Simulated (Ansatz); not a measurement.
# BaO3: the cost of one run

Method: DFT PBE, scalar-relativistic, plane waves, PAW, in Ansatz 0.2.0.

4 further runs of the same task are left out: 1 that didn't finish, 3 set aside as unsound or not needed.

### Step 1. Starting point

The structure is cubic, space group Pm-3m (No. 221). Conventional cell: a = 3.892 Å, b = 3.892 Å, c = 3.892 Å, α = 90.00°, β = 90.00°, γ = 90.00°. Around Ba (site symmetry m-3m) lie 12 O at 2.75 Å. Around O (site symmetry 4/mmm) lie 4 Ba at 2.75 Å and 8 O at 2.75 Å.

Structure file:

```
Ba O
1.0
     3.89155    0.00000    0.00000
     0.00000    3.89155    0.00000
     0.00000    0.00000    3.89155
Ba O
1 3
Direct
  0.00000 0.00000 0.00000
  0.00000 0.50000 0.50000
  0.50000 0.00000 0.50000
  0.50000 0.50000 0.00000
```

This is candidate A: Cu3Au (L1_2) type (Pm-3m, No. 221).

(A quick probe on a coarse mesh, which set the mesh and smearing, is not shown.)

### Step 3. Coarse relaxation (candidate A)

Input file input.yaml:

```yaml
crystal:
  lattice:
    - [3.8915451021, 0.0, 0.0]
    - [0.0, 3.8915451021, 0.0]
    - [0.0, 0.0, 3.8915451021]
  atoms:
    - { symbol: Ba, position: [0.0, 0.0, 0.0] }
    - { symbol: O, position: [0.0, 0.5, 0.5], spin: 1.46 }
    - { symbol: O, position: [0.5, 0.0, 0.5], spin: 1.46 }
    - { symbol: O, position: [0.5, 0.5, 0.0], spin: 1.46 }
basis:
  ecutwfc: 420
kpoints:
  mp_grid: { grid: [4, 4, 4] }
hamiltonian:
  xc: pbe
scf:
  occupations: { method: gaussian, width: 0.1 }
  lower_state_search: "off"
output:
  forces: true
  stress: true
  eigenvalues: true
  populations: true
magnetization:
  spin_polarized: true
relax:
  adjacent_minimum: "off"
  f_tol: 0.04
  max_steps: 70
  cell: { stress_tol: 0.4 }
```

The run is started by

```console
> ansatz run input.yaml --threads 1 --pin off --max-ram 2560MiB --backend cpu --events-out ev --progress --plain --runs-dir out
```

What time and memory should one allow on 1 thread of Intel Xeon 6975P-C (Granite Rapids), shared host?

About 5.2 s, with a peak of 0.36 GiB.
